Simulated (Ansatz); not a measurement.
**C4H12Si, 17 atoms: a performance study**

Wanted: the time that a CCSD(T) calculation on a Hartree-Fock reference takes for C4H12Si, and which launch flags, input keys and shares of the machine shorten it.

Program: Ansatz 0.2.0 (CCSD(T), HF, Gaussian basis). Host: Arm Neoverse N1, 56 cores, 56 hardware threads, 90 GiB; it was booked for these runs alone, one at a time. Each run is timed once from launch to exit, start-up included.

## Step 1: The job

A molecule of 17 atoms and 50 electrons, SMILES C[Si](C)(C)C, in the basis cc-pvdz.

## Step 2: Baseline

File input.yaml:

```yaml
crystal:
  periodic: [false, false, false]
  atoms:
    - { symbol: C, position_ang: [-0.4000, -1.1900, -1.3900] }
    - { symbol: Si, position_ang: [0.0000, 0.0000, 0.0000] }
    - { symbol: C, position_ang: [0.0100, 1.7500, -0.6600] }
    - { symbol: C, position_ang: [-1.3000, -0.1500, 1.3500] }
    - { symbol: C, position_ang: [1.6900, -0.4100, 0.7100] }
    - { symbol: H, position_ang: [-1.3800, -0.9700, -1.8200] }
    - { symbol: H, position_ang: [-0.4100, -2.2200, -1.0300] }
    - { symbol: H, position_ang: [0.3400, -1.1200, -2.1900] }
    - { symbol: H, position_ang: [0.2400, 2.4700, 0.1300] }
    - { symbol: H, position_ang: [-0.9700, 2.0100, -1.0800] }
    - { symbol: H, position_ang: [0.7600, 1.8700, -1.4500] }
    - { symbol: H, position_ang: [-2.2900, 0.0800, 0.9600] }
    - { symbol: H, position_ang: [-1.3200, -1.1700, 1.7500] }
    - { symbol: H, position_ang: [-1.0800, 0.5300, 2.1700] }
    - { symbol: H, position_ang: [1.7100, -1.4300, 1.1000] }
    - { symbol: H, position_ang: [2.4600, -0.3300, -0.0600] }
    - { symbol: H, position_ang: [1.9400, 0.2800, 1.5200] }
basis:
  gaussian: { orbitals: cc-pvdz }
correlation: { method: ccsd_t }
```

The run is started by

```bash
$ taskset -c 8-63 ansatz run input.yaml --threads 8 --backend cpu --max-ram 64GiB --events-out ev --progress --plain --runs-dir out
```

## Step 3: Change: --pin on

input.yaml is that of step 2.

(Steps that only read results are left out.)

**Question.** How long do these runs take on this host, and what pays? Wanted: reference; best change.

**Answer**, as computed:

| quantity | value |
| --- | --- |
| reference | 11 s on 8 threads |
| best change | none beyond the noise |

Changes under about 3 % are taken as noise (repeats on such hosts differ by a few per cent). No change beats the defaults here. The figures hold for this build, input and host.
